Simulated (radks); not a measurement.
# Fe²⁺ in [Ne] 3s1 3p6 3d6 4d1: an all-electron calculation

Aim: the levels, the sizes of the orbitals and the parts of the energy of the iron ion Fe2+.

The numbers are computed with radks (a radial shooting solver on a logarithmic mesh, Libxc functionals) version 1 (non-relativistic Kohn-Sham, r2SCAN, spin-unpolarised, spherical densities, point nucleus), except any that are marked as measured or tabulated.

## (1) What is computed

```
element       : iron (Z = 26)
charge        : +2
electrons     : 24
configuration : [Ne] 3s1 3p6 3d6 4d1
```

The outer shells:

Fe²⁺
```
[Ne] core
3s [↑ ]
3p [↑↓][↑↓][↑↓]
3d [↑↓][↑ ][↑ ][↑ ][↑ ]
4d [↑ ][  ][  ][  ][  ]
```

## (2) The run

Settings of this run:

```text
Z 26
configuration [Ne] 3s1 3p6 3d6 4d1
relativity non-relativistic
functional r2scan,r2scan
spin unpolarised
nucleus point
```

Q: Predict the outcome of this run.

**Answer**, as computed:

| quantity | value |
| --- | --- |
| total energy | -1258.46770 hartree |
| exchange-correlation share of it | 4.30 % |
| −T/E | 0.9992 |
| highest occupied level | 4d, -9.709 eV |
| most extended occupied level | 4d, <r> = 4.10 bohr |
| radius at density 0.001 e/bohr³ | 4.47 bohr |
| maxima of the radial density | 3 |

**Reading.** The radial density shows 3 maxima for 4 occupied principal shells; where shells overlap, one shows as a shoulder or not at all. −T/E = 0.9992, near the virial value of 1. This is not the tabulated ground configuration, so its levels and sizes aren't those of the ground state, and no measured value stands beside it.
